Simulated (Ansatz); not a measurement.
# ZnSn3N2: the cost of one run

Computed with Ansatz 0.2.0 (DFT PBE, scalar-relativistic, plane waves, PAW, unless a step's input says otherwise).

2 further runs of the same task are left out: 1 that didn't finish, 1 set aside as unsound or not needed.

### 1 Starting point

The structure is hexagonal, space group P6/mmm (No. 191). Conventional cell: a = 5.220 Å, b = 5.220 Å, c = 4.840 Å, α = 90.00°, β = 90.00°, γ = 120.00°. Zn (site symmetry 6/mmm) is surrounded by 6 Sn at 2.61 Å. Around Sn (site symmetry mmm) lie 2 N at 1.51 Å. N (site symmetry -6m2) is surrounded by 3 Sn at 1.51 Å.

Coordinates:

```cif
data_structure
_symmetry_space_group_name_H-M 'P 1'
_symmetry_Int_Tables_number 1
_cell_length_a 5.2198
_cell_length_b 5.2198
_cell_length_c 4.8395
_cell_angle_alpha 90.000
_cell_angle_beta 90.000
_cell_angle_gamma 120.000
_cell_volume 114.19
loop_
_atom_site_label
_atom_site_type_symbol
_atom_site_fract_x
_atom_site_fract_y
_atom_site_fract_z
_atom_site_occupancy
Zn1 Zn 0.00000 0.00000 0.50000 1
Sn1 Sn 0.50000 0.00000 0.50000 1
Sn2 Sn 0.00000 0.50000 0.50000 1
Sn3 Sn 0.50000 0.50000 0.50000 1
N1 N 0.33333 0.66667 0.50000 1
N2 N 0.66667 0.33333 0.50000 1
```

The cell is invented: random cell by space group and Wyckoff sites (P6/mmm, No. 191). The dimensions are guesses.

### 2 A first look at the guess

File input.yaml:

```yaml
crystal:
  lattice:
    - [5.2198044, 0.0, 0.0]
    - [-2.6099022, 4.52048321, 0.0]
    - [0.0, 0.0, 4.83953484]
  atoms:
    - { symbol: Zn, position: [0.0, 0.0, 0.5] }
    - { symbol: Sn, position: [0.5, 0.0, 0.5] }
    - { symbol: Sn, position: [0.0, 0.5, 0.5] }
    - { symbol: Sn, position: [0.5, 0.5, 0.5] }
    - { symbol: "N", position: [0.33333333, 0.66666667, 0.5] }
    - { symbol: "N", position: [0.66666667, 0.33333333, 0.5] }
basis:
  ecutwfc: 420
kpoints:
  mp_grid: { grid: [6, 6, 4] }
hamiltonian:
  xc: pbe
scf:
  occupations: { method: gaussian, width: 0.1 }
  lower_state_search: "off"
output:
  forces: true
  stress: true
  eigenvalues: true
```

The run is started by

```console
$ ansatz run input.yaml --threads 1 --pin off --max-ram 2560MiB --backend cpu --events-out ev --progress --plain --runs-dir out
```

What time and memory should one allow on 1 thread of Intel Xeon Platinum 8259CL at 2.50GHz (Skylake/Cascade Lake), shared host?

About 7.5 s, with a peak of 0.46 GiB.
